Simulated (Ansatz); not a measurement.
# GaHO (singlet): from Hartree-Fock to the top rungs, cc-pVDZ

An exercise on one series of results from a longer session: the logs are not shown, and one member is left open.

The runs use Ansatz 0.2.0, Gaussian basis; cc-pVDZ, core rule «outside noble gas», up to 15 orbitals frozen.

To be run: UHF; CCSD(T) on RHF; BCCD(T) on RHF; CISD; CCSDT(Q) on RHF; CCSDTQ on RHF.

10 further runs of the same task are left out: 7 for a known fault of the program, 3 set aside as unsound or not needed.

## The geometry

The geometry is a PBE0/def2-TZVP stationary point (not a proven minimum). No spin-orbit coupling is included. The filled d shell of Ga may be among the frozen orbitals whatever the setting's name suggests; the logs give the count.

3 atoms, charge 0, spin multiplicity 1.

Atoms are counted from 1 here; the program's logs count them from 0.

Bond lengths: O1–Ga2 1.639 Å, Ga2–H3 1.524 Å. Angles: O1–Ga2–H3 180.0°.

The first run:

in.yaml reads:

```yaml
crystal:
  periodic: [false, false, false]
  atoms:
    - {symbol: O, position_ang: [0.000000, 0.000000, 1.600600]}
    - {symbol: Ga, position_ang: [0.000000, 0.000000, -0.038400]}
    - {symbol: H, position_ang: [0.000000, 0.000000, -1.562200]}
basis:
  gaussian: {orbitals: cc-pVDZ}
magnetization: {spin_polarized: true, initial_magnetization: 0}
hamiltonian: {xc: hf}
output: {orbitals: {seedname: orbitals}}
```

Run with:

```sh
ansatz run in.yaml --threads 1 --pin off --events-out ev --progress --plain --max-ram 4096MiB --backend cpu
```

Steps of the session up to this table: UHF; CCSD(T) on RHF; BCCD(T) on RHF; CISD; CCSDT(Q) on RHF; CCSDTQ on RHF.

One of the session's tables, all rows but one given; the rest of the session is left out.

```
   method  from RCCSDTQ (kJ/mol)
      RHF                 +754.6
     RMP2                  +36.0
    RCCSD                  +39.0
 RCCSD(T)                   +6.0
  BCCD(T)                   +5.1
   RCCSDT                   +3.9
RCCSDT(Q)                      ?
  RCCSDTQ                      0
```

Estimate the missing values for RCCSDT(Q).

As computed: from RCCSDTQ (kJ/mol): -1.8. In the column «from RCCSDTQ (kJ/mol)» it is the lowest.

Not comparable, so not listed: CISD (they don't share determinant, frozen orbitals or solution with the rows shown, or repeat one).
